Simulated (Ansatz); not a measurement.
**GaH3O: one species, many methods**

Aim: compute GaH3O with functionals from several rungs and with coupled cluster, and see how far each lands from CCSD(T) at the basis-set limit for the atomisation energy.

Computed with Ansatz 0.2.0, Gaussian basis. Level: functionals in def2-TZVPP, the program's frozen cores in correlated methods.

Plan: LDA (SPW92), PBE-D4, revPBE-D4, BLYP-D4, r2SCAN-D4, B97M-V, PBE0-D4, B3LYP-D4, r2SCANh-D4, r2SCAN0-D4, HSE06-D4, BHLYP-D4, CAM-B3LYP-D4, LC-ωPBE, ωB97X-V, ωB97M-V, B2PLYP, PBE-QIDH; CCSD(T)/def2-SVP; CCSD(T)/def2-TZVPP; CCSD(T)/def2-QZVPP; extrapolation to the limit; RPA on PBE.

### 1 The geometry

All runs share one geometry, relaxed beforehand with PBE0-D4 in a triple-zeta def2 set.

5 atoms, charge 0, spin multiplicity 1.

Atoms are counted from 1 here; the program's logs count them from 0.

Bond lengths: O1–Ga2 1.788 Å, O1–H3 0.959 Å, Ga2–H4 1.565 Å, Ga2–H5 1.556 Å. Angles: Ga2–O1–H3 114.1°, O1–Ga2–H4 117.5°, O1–Ga2–H5 113.8°, H4–Ga2–H5 128.7°.

### 2 LDA

This LDA is Slater exchange with PW92 correlation.

File in.yaml:

```yaml
crystal:
  periodic: [false, false, false]
  atoms:
    - {symbol: O, position_ang: [0.803989, -0.725321, 0.693105]}
    - {symbol: Ga, position_ang: [-0.152103, 0.445333, -0.262059]}
    - {symbol: H, position_ang: [0.400179, -1.592137, 0.767665]}
    - {symbol: H, position_ang: [-1.510394, -0.050504, -0.860849]}
    - {symbol: H, position_ang: [0.508229, 1.849029, -0.379261]}
basis:
  gaussian: {orbitals: def2-TZVPP}
hamiltonian: {xc: lda}
output: {orbitals: {seedname: orbitals}}
```

Run with:

```
> ansatz run in.yaml --threads 2 --pin off --events-out ev --progress --plain --max-ram 32768MiB --backend cpu
```

After this run come: PBE-D4 (GGA); revPBE-D4 (GGA); BLYP-D4 (GGA); r2SCAN-D4 (meta-GGA); B97M-V (meta-GGA); PBE0-D4 (hybrid); B3LYP-D4 (hybrid); r2SCANh-D4 (hybrid); r2SCAN0-D4 (hybrid); HSE06-D4 (hybrid); BHLYP-D4 (hybrid); CAM-B3LYP-D4 (range-separated); LC-ωPBE (range-separated); ωB97X-V (range-separated); ωB97M-V (range-separated); B2PLYP (double hybrid); PBE-QIDH (double hybrid); CCSD(T) in def2-SVP; CCSD(T) in def2-TZVPP; CCSD(T) in def2-QZVPP; RPA on PBE orbitals.

Q: Predict the results of all the runs planned. Wanted: atomisation energy, CCSD(T)/CBS; farthest beyond LDA; mean size of error, GGA; mean size of error, meta-GGA; mean size of error, hybrid; mean size of error, range-separated; mean size of error, double hybrid; gap, smallest and largest; T1 diagnostic.

**Answer**, as computed:

| quantity | value |
| --- | --- |
| atomisation energy, CCSD(T)/CBS | 1408.3 kJ/mol |
| functionals within 14.1 kJ/mol (1.0 %) | r2SCAN-D4, B97M-V, CAM-B3LYP-D4, ωB97X-V |
| farthest beyond LDA | BHLYP-D4 (-76.4 kJ/mol) |
| mean size of error, GGA | 35.6 kJ/mol |
| mean size of error, meta-GGA | 8.8 kJ/mol |
| mean size of error, hybrid | 45.1 kJ/mol |
| mean size of error, range-separated | 15.4 kJ/mol |
| mean size of error, double hybrid | 33.6 kJ/mol |
| gap, smallest and largest | 5.03 eV (LDA (SPW92)), 12.20 eV (LC-ωPBE) |
| T1 diagnostic | 0.0151 |
| triples share of the correlation energy | 3.5 % |

What this shows: LDA overbinds by 185.7 kJ/mol (13 %). PBE-D4 is off by -18.9 kJ/mol. Double hybrids carry the basis error of their MP2 part in triple zeta, and no dispersion term here, so their miss is partly the set-up's. Taken by rung, meta-GGA functionals do best (8.8 kJ/mol on average) and hybrid ones worst beyond LDA (45.1 kJ/mol). The gap between the best rungs is small, so their order is not settled. The mean of the hybrids holds BHLYP, with half exact exchange. Misses under about 14.1 kJ/mol are within the doubt on the reference itself, which lacks core-valence correlation, relativity and higher excitations, and its outer-core shells are covered unevenly. Hartree-Fock recovers 69 % of the binding; the rest is correlation. CCSD(T) in def2-SVP is off by -101.2 kJ/mol, so the small basis spoils what the method gains. Orbital gaps span 5.0 to 12.2 eV; exact exchange widens them. Correlated methods include outer-core shells of Ga, which these sets cover unevenly.
